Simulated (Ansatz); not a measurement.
# Sr3Sc (I4/mmm) in Ansatz: convergence with wavefunction cutoff

Aim: find how far wavefunction cutoff must go before the results for Sr3Sc settle, at PBE. This setting moves, with any that are tied to it; all else stays.

Program: Ansatz 0.2.0. These are calculated values, not measurements. Logs are shortened: lines on timing, memory, paths and dates and some standing lists are left out, and cuts for length are marked.

## Step 1: The structure

The structure is tetragonal, space group I4/mmm (No. 139). Conventional cell: a = 5.563 Å, b = 5.563 Å, c = 11.573 Å, α = 90.00°, β = 90.00°, γ = 90.00°. Around Sr (site symmetry 4/mmm) lie 4 Sc at 3.93 Å and 8 Sr at 4.01 Å. Sr (site symmetry -4m2) is surrounded by 8 Sr at 3.93 to 4.01 Å and 4 Sc at 4.01 Å. Sc (site symmetry 4/mmm) is surrounded by 12 Sr at 3.93 to 4.01 Å.

The cell comes from a database or a generator and needn't be the stable form of this composition.

## Step 2: With wavefunction cutoff 200 eV

Input file input.yaml:

```yaml
crystal:
  lattice:
    - [-2.781317, 2.781317, 5.78673]
    - [2.781317, -2.781317, 5.78673]
    - [2.781317, 2.781317, -5.78673]
  atoms:
    - { symbol: Sr, position: [0.5, 0.5, 0.0] }
    - { symbol: Sr, position: [0.25, 0.75, 0.5] }
    - { symbol: Sr, position: [0.75, 0.25, 0.5] }
    - { symbol: Sc, position: [0.0, 0.0, 0.0] }
hamiltonian:
  xc: pbe
  pseudopotentials: { kind: paw_fr }
magnetization:
  noncollinear: true
  spin_orbit: true
kpoints:
  mp_grid: { grid: [6, 6, 6] }
scf:
  occupations: { method: methfessel_paxton, width: 0.1 }
output:
  forces: true
  stress: true
  eigenvalues: true
basis:
  ecutwfc: "200 eV"
```

Potentials or basis: Ansatz PAW.

Command:

```console
ansatz run input.yaml --threads 2 --pin off --max-ram 5632MiB --backend cpu --events-out ev --progress --plain --runs-dir out
```

What it wrote:

```text
Warning: basis.ecutwfc = 200 eV is below the records' recommended 420 eV, and the density's cutoff is lower with it unless basis.ecutrho_ratio is high enough to keep the records' density cutoff: compare with a run at a higher cutoff
Warning: RAYON_NUM_THREADS=2 ignored (pool sized by the plan → 2); use --threads N
Engine: ansatz 0.2.0, aarch64-unknown-linux-gnu
Pseudopotentials: kind: paw_fr
Pseudopotential: Sr, paw_fr, valence charge 10, recommended cutoff 420 eV (normal), Sr.paw.azcp#standard-fr
Pseudopotential: Sc, paw_fr, valence charge 11, recommended cutoff 420 eV (normal), Sc.paw.azcp#standard-fr
Functional definition: PBE
  parameter kappa = 0.804
  parameter beta = 0.06672455060314922
  exchange = pbe_x(kappa = kappa, mu = beta*pi^2/3)
  correlation = pbe_c(beta = beta)
non-collinear run that drives no moment, with spin-orbit: no starting moment large enough to seed its density (crystal.atoms[].spin), no starting occupations that ask for one, no magnetisation constraint and no magnetic field, so the semilocal B_xc is pinned to zero
Crystal: 4 atoms, lattice volume = 179.058 Å³
Basis set: ecut = 200 eV, 1161 PW (Γ), exchange–correlation on 72×72×72 points (8 copies of the dense FFT grid, shifted against one another)
Bands: 50, of which v1, the nominal top of the filled ones, is band 41 counted from 1 (40 counted from 0)
Symmetry: 16 space group operations + 16 with time reversal
Magnetic group: BNS 139.532 (UNI 1192), of the structure as read, at distance tolerance 5.6e-5 Å
k-points: 30 of 216
Projection manifold: j_resolved (fully-relativistic pseudo-atomic orbitals)
Non-local potential: Sr, projectors of the file, l = 0: 3, l = 1: 4, l = 2: 4
Non-local potential: Sc, projectors of the file, l = 0: 3, l = 1: 4, l = 2: 6, l = 3: 2
PAW form: soft (Blöchl's): semilocal exchange-correlation on the pseudo side does not see the compensation charge
PAW one-centre angular grid: Sr, 110 points (default); XC on 64 Gauss nodes
PAW one-centre angular grid: Sc, 590 points (default); XC on 183 of its mesh's 2593 points in the sphere
Initial density: superposition of atomic densities (chi_scale 0.1, normalization cell, long waves kept (reshape's long-wave potential 0.00 eV rms))
Initial wavefunctions: pseudopotential atomic-orbital guess
Functional: x = pbe(κ = 0.804, μ = 0.2195149727645171), c = pbe(β = 0.06672455060314922)
SCF iter   1: F=—  HF=-12766.945844 eV  |F-HF|=—  |Δ(HF+E_count)|=         —  Δρ=4.13e-2  dr2=5.90e0  dr2_m=0.00e0 (ungated)  ethr=3.10e-3  |M|=0.00e0 ∫|m|=0.00e0 μB  |m|>n=0.0e0 m-floor=0.0e0 τ_xc=0.0e0  β_m=0.30  ⟨swp⟩=10.5  Hψ=4117  notcnv=0
[... 12 lines left out ...]
SCF 1 converged in 11 iterations: F = -12765.678645 eV  dr2 = 2.84e-8
SCF converged after 11 iterations
Stability not checked: this state was not tested for a lower state beside it, because cold or Methfessel-Paxton smearing, or corrected tetrahedra, fill the levels in a way that the test cannot read (fill_not_monotonic; see scf.lower_state_search)
Magnetization: |M| = 0.0000 μB,  M = (+0.0000, +0.0000, +0.0000) μB
Absolute magnetization: 0.0000 μB (∫|m|)
  site 0: m = (+0.0000, +0.0000, +0.0000) μB, |m| = 0.0000 μB  (R = 1.62 Å)
  site 1: m = (+0.0000, +0.0000, +0.0000) μB, |m| = 0.0000 μB  (R = 1.62 Å)
  site 2: m = (+0.0000, +0.0000, +0.0000) μB, |m| = 0.0000 μB  (R = 1.62 Å)
  site 3: m = (+0.0000, +0.0000, +0.0000) μB, |m| = 0.0000 μB  (R = 1.62 Å)
Free energy (F): -12765.678645 eV
Harris-Foulkes:  -12765.678645 eV  (|F-HF|=6.13e-9)
Internal energy: -12765.677053 eV  (E = F + TS)
E sigma→0 (E₀):  -12765.678247 eV
Entropy (-TS):   -0.001592 eV (-0.398 meV/atom)
Fermi energy:    6.031219 eV
--- Per-component energies (eV) ---
  E_band       = -592.172396
  E_kinetic    = 980.584824
  E_local      = -3204.085239  (includes V_loc(G=0)·N_el)
  E_nonlocal   = 679.572691
  E_hartree    = 896.163500
  E_xc         = -615.304008
  E_vxc        = -604.180182  (∫ρ·V_xc dr)
  E_paw        = -9039.233015  (= ΣΔE_a)
  E_vpaw       = -236.393220  (= ΣTr[D̂ρ^β])
  E_aug_tail   = -0.000058  (compensation charges beyond the density's cutoff)
  E_ewald      = -2463.375747
  E_smearing   = -0.001592  (= −TS)
  E_closure    = -0.000000  (closes the sum)
  Σ components = -12765.678645   (vs F -12765.678645, Δ=0.00e0)
--- Forces (eV/Å), atoms counted from 1 ---
  atom   1  Sr     0.00000000    -0.00000000    -0.00000000
  atom   2  Sr    -0.00000000    -0.00000000     0.00000000
  atom   3  Sr     0.00000000    -0.00000000    -0.00000000
  atom   4  Sc    -0.00000000    -0.00000000     0.00000000
  max |Σ_I F_I| component: 1.30e-17 eV/Å
--- Stress (GPa, compression-positive) ---
        0.050220      -0.000000       0.000000
       -0.000000       0.050220       0.000000
        0.000000       0.000000      -0.460438
  P = ⅓ Tr σ = -0.1200 GPa (-1.200 kbar)
--- Band table (eV; the first three rows and the last of 30) ---
  k-point 0: bands = ["-45.5733", "-45.5733", "-30.2876", "-30.2876", "-30.2557", "-30.2557", "-30.2341", "-30.2341", "-24.0926", "-24.0926", "-23.5914", "-23.5914", "-23.5553", "-23.5553", "-13.0574", "-13.0574", "-13.0422", "-13.0422", "-12.9015", "-12.9015", "-11.9586", "-11.9586", "-11.9540", "-11.9540", "-11.8681", "-11.8681", "-11.8446", "-11.8446", "-11.7363", "-11.7363", "-11.7305", "-11.7305", "2.0220", "2.0220", "5.0948", "5.0948", "5.7328", "5.7328", "5.8606", "5.8606", "5.9883", "5.9883", "6.3174", "6.3174", "6.3399", "6.3399", "6.6297", "6.6297", "6.6666", "6.6666"]
  k-point 1: bands = ["-45.5726", "-45.5726", "-30.2841", "-30.2841", "-30.2512", "-30.2512", "-30.2368", "-30.2368", "-24.0600", "-24.0600", "-23.5642", "-23.5642", "-23.5144", "-23.5144", "-13.0444", "-13.0444", "-13.0273", "-13.0273", "-12.9161", "-12.9161", "-11.9598", "-11.9598", "-11.9136", "-11.9136", "-11.8779", "-11.8779", "-11.8158", "-11.8158", "-11.7687", "-11.7687", "-11.7301", "-11.7301", "2.3675", "2.3675", "5.3913", "5.3913", "5.8233", "5.8233", "5.8369", "5.8369", "5.9453", "5.9453", "5.9892", "5.9892", "6.0729", "6.0729", "6.4847", "6.4847", "6.8155", "6.8155"]
  k-point 2: bands = ["-45.5729", "-45.5729", "-30.2794", "-30.2794", "-30.2495", "-30.2495", "-30.2449", "-30.2449", "-24.0702", "-24.0702", "-23.5668", "-23.5668", "-23.5362", "-23.5362", "-13.0376", "-13.0376", "-13.0102", "-13.0102", "-12.9618", "-12.9618", "-11.9553", "-11.9553", "-11.9042", "-11.9042", "-11.8813", "-11.8813", "-11.8237", "-11.8237", "-11.7726", "-11.7726", "-11.7396", "-11.7396", "3.3090", "3.3090", "4.9168", "4.9168", "5.2483", "5.2483", "5.8412", "5.8412", "6.0046", "6.0046", "6.0511", "6.0511", "6.1324", "6.1324", "6.3704", "6.3704", "6.9519", "6.9519"]
  k-point 29: bands = ["-45.5740", "-45.5740", "-30.2801", "-30.2801", "-30.2652", "-30.2652", "-30.2372", "-30.2372", "-24.1205", "-24.1205", "-23.6111", "-23.6111", "-23.5936", "-23.5936", "-13.0540", "-13.0540", "-13.0252", "-13.0252", "-12.9436", "-12.9436", "-11.9840", "-11.9840", "-11.8865", "-11.8865", "-11.8748", "-11.8748", "-11.8185", "-11.8185", "-11.8083", "-11.8083", "-11.7485", "-11.7485", "3.2617", "3.2617", "3.4666", "3.4666", "5.1286", "5.1286", "5.2151", "5.2151", "5.9257", "5.9257", "5.9290", "5.9290", "6.3065", "6.3065", "6.9958", "6.9958", "7.2795", "7.2795"]
```

It took 9.2 s on 2 threads of Arm Neoverse V2, shared host; peak memory 0.55 GiB.

Results:

| Quantity | Value |
| --- | --- |
| Free energy | -12765.6786 eV |
| Pressure | -0.1 GPa |
| Band gap on the k mesh | none (metal or under the smearing width) |

## Step 3: With wavefunction cutoff 250 eV

Edit input.yaml of step 2 so:

```diff
@@ -25,2 +25,2 @@
 basis:
-  ecutwfc: "200 eV"
+  ecutwfc: "250 eV"
```

Potentials or basis: Ansatz PAW.

Command:

```console
ansatz run input.yaml --threads 2 --pin off --max-ram 5632MiB --backend cpu --events-out ev --progress --plain --runs-dir out
```

Run time: 13 s. Hardware: 2 threads of Arm Neoverse V2, shared host; peak memory 0.62 GiB.

Results:

* Free energy: -12768.7409 eV
* Pressure: -0.1 GPa
* Band gap on the k mesh: none (metal or under the smearing width)

## Step 4: With wavefunction cutoff 300 eV

Edit input.yaml of step 3 so:

```diff
@@ -25,2 +25,2 @@
 basis:
-  ecutwfc: "250 eV"
+  ecutwfc: "300 eV"
```

Command:

```console
ansatz run input.yaml --threads 2 --pin off --max-ram 5632MiB --backend cpu --events-out ev --progress --plain --runs-dir out
```

It took 18 s on 2 threads of Arm Neoverse V2, shared host; peak memory 0.69 GiB.

What came out:

```yaml
Free_energy: -12769.1410 eV
Pressure: -0.1 GPa
Band_gap_on_the_k_mesh: none (metal or under the smearing width)
```

## Step 5: With wavefunction cutoff 350 eV

Edit input.yaml of step 4 so:

```diff
@@ -25,2 +25,2 @@
 basis:
-  ecutwfc: "300 eV"
+  ecutwfc: "350 eV"
```

Command:

```console
ansatz run input.yaml --threads 2 --pin off --max-ram 5632MiB --backend cpu --events-out ev --progress --plain --runs-dir out
```

Run time: 20 s. Hardware: 2 threads of Arm Neoverse V2, shared host; peak memory 0.78 GiB.

Results:

| Quantity | Value |
| --- | --- |
| Free energy | -12769.1720 eV |
| Pressure | -0.1 GPa |
| Band gap on the k mesh | none (metal or under the smearing width) |

## Step 6: With wavefunction cutoff 400 eV

Edit input.yaml of step 5 so:

```diff
@@ -25,2 +25,2 @@
 basis:
-  ecutwfc: "350 eV"
+  ecutwfc: "400 eV"
```

Potentials or basis: Ansatz PAW.

Command:

```console
ansatz run input.yaml --threads 2 --pin off --max-ram 5632MiB --backend cpu --events-out ev --progress --plain --runs-dir out
```

Run time: 24 s. Hardware: 2 threads of Arm Neoverse V2, shared host; peak memory 0.85 GiB.

The run converged. Its results:

```
Free energy            : -12769.1738 eV
Pressure               : -0.1 GPa
Band gap on the k mesh : none (metal or under the smearing width)
```

## Step 7: With wavefunction cutoff 450 eV

Edit input.yaml of step 6 so:

```diff
@@ -25,2 +25,2 @@
 basis:
-  ecutwfc: "400 eV"
+  ecutwfc: "450 eV"
```

Command:

```console
ansatz run input.yaml --threads 2 --pin off --max-ram 5632MiB --backend cpu --events-out ev --progress --plain --runs-dir out
```

It took 33 s on 2 threads of Arm Neoverse V2, shared host; peak memory 0.96 GiB.

The run converged. Its results:

```yaml
Free_energy: -12769.1749 eV
Pressure: -0.1 GPa
Band_gap_on_the_k_mesh: none (metal or under the smearing width)
```

## Step 8: With wavefunction cutoff 500 eV

Edit input.yaml of step 7 so:

```diff
@@ -25,2 +25,2 @@
 basis:
-  ecutwfc: "450 eV"
+  ecutwfc: "500 eV"
```

Command:

```console
ansatz run input.yaml --threads 2 --pin off --max-ram 5632MiB --backend cpu --events-out ev --progress --plain --runs-dir out
```

Run time: 34 s. Hardware: 2 threads of Arm Neoverse V2, shared host; peak memory 1.1 GiB.

Results (log left out):

| Item | Value |
| --- | --- |
| Free energy | -12769.1754 eV |
| Pressure | -0.1 GPa |
| Band gap on the k mesh | none (metal or under the smearing width) |

## Step 9: With wavefunction cutoff 600 eV

Edit input.yaml of step 8 so:

```diff
@@ -25,2 +25,2 @@
 basis:
-  ecutwfc: "500 eV"
+  ecutwfc: "600 eV"
```

Potentials or basis: Ansatz PAW.

Command:

```console
ansatz run input.yaml --threads 2 --pin off --max-ram 5632MiB --backend cpu --events-out ev --progress --plain --runs-dir out
```

Wall time 44 s (2 threads of Arm Neoverse V2, shared host); peak memory 1.3 GiB.

It converged, with:

| Property | Result |
| --- | --- |
| Free energy | -12769.1757 eV |
| Pressure | -0.1 GPa |
| Band gap on the k mesh | none (metal or under the smearing width) |

## Step 10: With wavefunction cutoff 800 eV

Edit input.yaml of step 9 so:

```diff
@@ -25,2 +25,2 @@
 basis:
-  ecutwfc: "600 eV"
+  ecutwfc: "800 eV"
```

Command:

```console
ansatz run input.yaml --threads 2 --pin off --max-ram 5632MiB --backend cpu --events-out ev --progress --plain --runs-dir out
```

Run time: 68 s. Hardware: 2 threads of Arm Neoverse V2, shared host; peak memory 1.9 GiB.

Results (log left out):

```
Free energy            : -12769.1759 eV
Pressure               : -0.1 GPa
Band gap on the k mesh : none (metal or under the smearing width)
```

## Step 11: Result

```csv
wavefunction cutoff,"energy less the tightest run, at zero smearing (meV/atom)",pressure (GPa),SCF cycles,CPU time (s),peak memory (GiB)
200 eV,874.30,-0.12,11,18,0.55
250 eV,108.73,-0.07,12,25,0.62
300 eV,8.73,-0.06,12,35,0.69
350 eV,0.96,-0.06,12,40,0.78
400 eV,0.52,-0.06,13,48,0.85
450 eV,0.24,-0.06,12,65,0.96
500 eV,0.11,-0.06,12,68,1.1
600 eV,0.03,-0.06,12,88,1.3
800 eV,0.00,-0.06,12,140,1.9
```

Against the tightest run, the energy stays within 1 meV/atom from 350 eV on; the pressure stays within 0.1 GPa from 200 eV on. The tightest run that finished is the yardstick and may itself not be fully converged.
